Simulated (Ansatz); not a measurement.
# GaH2Cl (SMILES [Cl][GaH2]): single points off equilibrium

Aim: energy, forces and dipole at a structure displaced at random from a GFN2-xTB minimum, from CCSD(T) and from density functionals.

Computed with Ansatz 0.2.0, Gaussian basis. Level: single points in def2-TZVPP.

Cores are frozen in the correlated methods. Filled d shells of the heavier atoms are correlated.

**1. The system as given**

SMILES `[Cl][GaH2]`, 4 atoms, charge 0, spin multiplicity 1.

Atoms are counted from 1 here; the program's logs count them from 0.

Bond lengths: Cl1–Ga2 2.050 Å, Ga2–H3 1.576 Å, Ga2–H4 1.567 Å. Angles: Cl1–Ga2–H3 120.3°, Cl1–Ga2–H4 120.7°, H3–Ga2–H4 119.0°.

As a file:

```xyz
4
ClGaH2
Cl   -1.69590    0.50550   -0.75670
Ga    0.10970   -0.04180    0.04530
H     0.62580   -1.52390   -0.09600
H     1.00080    1.00440    0.79920
```

**2. CCSD(T)/def2-TZVPP**

File run/in.yaml:

```yaml
crystal:
  periodic: [false, false, false]
  atoms:
    - {symbol: Cl, position_ang: [-1.695900, 0.505500, -0.756700]}
    - {symbol: Ga, position_ang: [0.109700, -0.041800, 0.045300]}
    - {symbol: H, position_ang: [0.625800, -1.523900, -0.096000]}
    - {symbol: H, position_ang: [1.000800, 1.004400, 0.799200]}
basis:
  gaussian: {orbitals: def2-TZVPP}
correlation: {method: ccsd_t}
output: {forces: true}
```

Launch:

```console
> ansatz run in.yaml --threads 4 --pin off --events-out ev --progress --plain --max-ram 5222MiB
```

**3. PBE0-D4/def2-TZVPP**

Changes to run/in.yaml since step 2:

```diff
@@ -9,3 +9,3 @@
   gaussian: {orbitals: def2-TZVPP}
-correlation: {method: ccsd_t}
-output: {forces: true}
+hamiltonian: {xc: pbe0, dispersion: d4}
+output: {forces: true, orbitals: {seedname: orbitals}}
```

**4. wB97M-V/def2-TZVPP**

Changes to run/in.yaml since step 3:

```diff
@@ -9,3 +9,3 @@
   gaussian: {orbitals: def2-TZVPP}
-hamiltonian: {xc: pbe0, dispersion: d4}
-output: {forces: true, orbitals: {seedname: orbitals}}
+hamiltonian: {xc: {name: wB97M-V}}
+output: {forces: true}
```

**5. r2SCAN-D4/def2-TZVPP**

Changes to run/in.yaml since step 4:

```diff
@@ -9,3 +9,3 @@
   gaussian: {orbitals: def2-TZVPP}
-hamiltonian: {xc: {name: wB97M-V}}
+hamiltonian: {xc: r2scan, dispersion: d4}
 output: {forces: true}
```

**6. PBE-D4/def2-TZVPP**

Changes to run/in.yaml since step 5:

```diff
@@ -9,3 +9,3 @@
   gaussian: {orbitals: def2-TZVPP}
-hamiltonian: {xc: r2scan, dispersion: d4}
+hamiltonian: {xc: pbe, dispersion: d4}
 output: {forces: true}
```

**7. r2SCANh-D4/def2-TZVPP**

Changes to run/in.yaml since step 6:

```diff
@@ -9,3 +9,3 @@
   gaussian: {orbitals: def2-TZVPP}
-hamiltonian: {xc: pbe, dispersion: d4}
+hamiltonian: {xc: {name: r2SCANh}, dispersion: d4}
 output: {forces: true}
```

**8. revPBE-D4/def2-TZVPP**

Changes to run/in.yaml since step 7:

```diff
@@ -9,3 +9,3 @@
   gaussian: {orbitals: def2-TZVPP}
-hamiltonian: {xc: {name: r2SCANh}, dispersion: d4}
+hamiltonian: {xc: {name: revPBE}, dispersion: d4}
 output: {forces: true}
```

(Steps that only read results are left out.)

Before running it: what results should come out? Wanted: energy less free atoms, CCSD(T)/def2-TZVPP; RMS force component; RMS force error; HOMO and LUMO, PBE0-D4; T1 diagnostic.

**Answer**, as computed:

| quantity | value |
| --- | --- |
| energy less free atoms, CCSD(T)/def2-TZVPP | -915.6 kJ/mol |
| RMS force component | 0.802 to 0.921 eV/Å over the methods |
| RMS force error | PBE0-D4 0.076, wB97M-V 0.029, r2SCAN-D4 0.072, PBE-D4 0.096, r2SCANh-D4 0.086, revPBE-D4 0.129 eV/Å |
| HOMO and LUMO, PBE0-D4 | -8.35 and -1.68 eV |
| T1 diagnostic | 0.012 |

What this shows: Against CCSD(T) the functionals' energies less atoms differ by -17.0 to +29.8 kJ/mol, PBE-D4 by +9.7 kJ/mol. A larger basis would deepen the CCSD(T) value, while the functionals are nearly converged already, so the order here is not reliable. The forces of wB97M-V come nearest to CCSD(T), those of revPBE-D4 are farthest.
